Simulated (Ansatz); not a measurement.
# BrH2Si: the cost of one run

Program: Ansatz 0.2.0, Gaussian basis. Level of theory: cc-pVTZ, core rule «outside noble gas», up to 19 orbitals frozen. These are calculated values, not measurements.

Plan: UHF; CCSD(T) on ROHF; CCSD(T) on UHF; BCCD(T) on ROHF; CCSDT(Q) on ROHF; CCSDT(Q) on UHF; CASSCF and NEVPT2, 3 electrons in 3 orbitals; CASSCF and NEVPT2, 13 electrons in 10 orbitals.

## 1. The geometry

The geometry derives from fragments relaxed apart (PBE0/def2-TZVP) and kept rigid, so it is no stationary point. A hydrogen atom is moved between rigid fragments. No spin-orbit coupling is included. The filled d shell of Br may be among the frozen orbitals whatever the setting's name suggests; the logs give the count.

4 atoms, charge 0, spin multiplicity 2.

Atoms are counted from 1 here; the program's logs count them from 0.

Bond lengths: Br1–H2 1.767 Å, Si3–H4 1.532 Å.

## 2. UHF

File in.yaml:

```yaml
crystal:
  periodic: [false, false, false]
  atoms:
    - {symbol: Br, position_ang: [-2.375859, 0.369878, 0.000000]}
    - {symbol: H, position_ang: [-0.608859, 0.369878, 0.000000]}
    - {symbol: Si, position_ang: [1.294141, 0.369878, 0.000000]}
    - {symbol: H, position_ang: [1.690576, -1.109635, 0.000000]}
basis:
  gaussian: {orbitals: cc-pVTZ}
magnetization: {spin_polarized: true, initial_magnetization: 1}
hamiltonian: {xc: hf}
output: {orbitals: {seedname: orbitals}}
```

The run is started by

```console
$ ansatz run in.yaml --threads 1 --pin off --events-out ev --progress --plain --max-ram 2816MiB --backend cpu
```

Q: Estimate wall time and peak memory on 1 thread of AMD EPYC 7R13, shared host.

About 13 s, with a peak of 0.39 GiB.
